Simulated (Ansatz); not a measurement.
**BGeH₅O₃: one species, many methods**

One table from this session's results is given with a row withheld; the runs are named, their logs left out.

Program: Ansatz 0.2.0, Gaussian basis. Level of theory: functionals in def2-TZVPP, the program's frozen cores in correlated methods. These are calculated values, not measurements.

Plan: LDA (SPW92), PBE-D4, revPBE-D4, BLYP-D4, r2SCAN-D4, B97M-V, PBE0-D4, B3LYP-D4, r2SCANh-D4, r2SCAN0-D4, HSE06-D4, BHLYP-D4, CAM-B3LYP-D4, LC-ωPBE, ωB97X-V, ωB97M-V, B2PLYP, PBE-QIDH; CCSD(T)/def2-SVP; CCSD(T)/def2-TZVPP; MP2/def2-QZVPP; extrapolation to the limit; RPA on PBE.

## The relaxed structure

The geometry comes from an earlier relaxation with PBE0-D4 in a triple-zeta def2 set; it is a stationary point, not always the lowest conformer.

SMILES `OB(O)[O][GeH3]`, 10 atoms, charge 0, spin multiplicity 1.

Atoms are counted from 1 here; the program's logs count them from 0.

Bond lengths: O1–B2 1.370 Å, O1–H6 0.959 Å, B2–O3 1.370 Å, B2–O4 1.358 Å, O3–H7 0.959 Å, O4–Ge5 1.793 Å, Ge5–H8 1.534 Å, Ge5–H9 1.534 Å, Ge5–H10 1.533 Å. Angles: B2–O1–H6 112.5°, O1–B2–O3 119.0°, O1–B2–O4 119.9°, O3–B2–O4 121.1°, B2–O3–H7 111.6°, B2–O4–Ge5 123.6°, O4–Ge5–H8 108.9°, O4–Ge5–H9 108.9°, O4–Ge5–H10 103.8°, H8–Ge5–H9 111.8°, H8–Ge5–H10 111.5°, H9–Ge5–H10 111.5°.

Set-up of the first run:

The input, in.yaml:

```yaml
crystal:
  periodic: [false, false, false]
  atoms:
    - {symbol: O, position_ang: [-1.031395, -0.356389, -1.201080]}
    - {symbol: B, position_ang: [0.307896, -0.156094, -0.991083]}
    - {symbol: O, position_ang: [1.168994, -0.252864, -2.051797]}
    - {symbol: O, position_ang: [0.760880, 0.133527, 0.256400]}
    - {symbol: Ge, position_ang: [-0.306210, 0.275724, 1.689773]}
    - {symbol: H, position_ang: [-1.233454, -0.553669, -2.117972]}
    - {symbol: H, position_ang: [2.077141, -0.093841, -1.786113]}
    - {symbol: H, position_ang: [-1.310185, 1.411102, 1.451393]}
    - {symbol: H, position_ang: [-1.010294, -1.067752, 1.920546]}
    - {symbol: H, position_ang: [0.659729, 0.609054, 2.833033]}
basis:
  gaussian: {orbitals: def2-TZVPP}
hamiltonian: {xc: lda}
output: {orbitals: {seedname: orbitals}}
```

Among the steps run: LDA; PBE-D4 (GGA); revPBE-D4 (GGA); BLYP-D4 (GGA); r2SCAN-D4 (meta-GGA); B97M-V (meta-GGA); PBE0-D4 (hybrid); B3LYP-D4 (hybrid); r2SCANh-D4 (hybrid); r2SCAN0-D4 (hybrid); HSE06-D4 (hybrid); BHLYP-D4 (hybrid); CAM-B3LYP-D4 (range-separated); LC-ωPBE-D4 (range-separated; the results give it without D4); ωB97X-V (range-separated); ωB97M-V (range-separated); B2PLYP (double hybrid); PBE-QIDH (double hybrid).

One table of the session follows, with a row left open; its other results are not shown here.

It belongs to the step «Frontier levels by functional». 

```
  functional  HOMO (eV)  gap (eV)
 LDA (SPW92)      -7.36      6.42
      PBE-D4      -7.21      6.53
   revPBE-D4      -7.16      6.60
     BLYP-D4      -7.12      6.48
   r2SCAN-D4          ?         ?
      B97M-V      -7.70      7.20
     PBE0-D4      -8.76      8.94
    B3LYP-D4      -8.52      8.40
  r2SCANh-D4      -8.16      8.19
  r2SCAN0-D4      -9.02      9.46
    HSE06-D4      -8.36      8.16
    BHLYP-D4     -10.21     11.13
CAM-B3LYP-D4     -10.20     11.24
     LC-ωPBE     -11.55     13.88
     ωB97X-V     -11.21     13.33
     ωB97M-V     -11.09     12.85
```

**Question.** Estimate the row for r2SCAN-D4.

Worked estimate for «HOMO (eV)». Against the share of exact exchange, r2SCANh-D4 (0.1, -8.16), r2SCAN0-D4 (0.25, -9.02) give a slope of -5.73 per unit share; at 0 the line stands at -7.59.

As computed: HOMO (eV): -7.59; gap (eV): 7.33. In «HOMO (eV)» the line misses by 0.00.
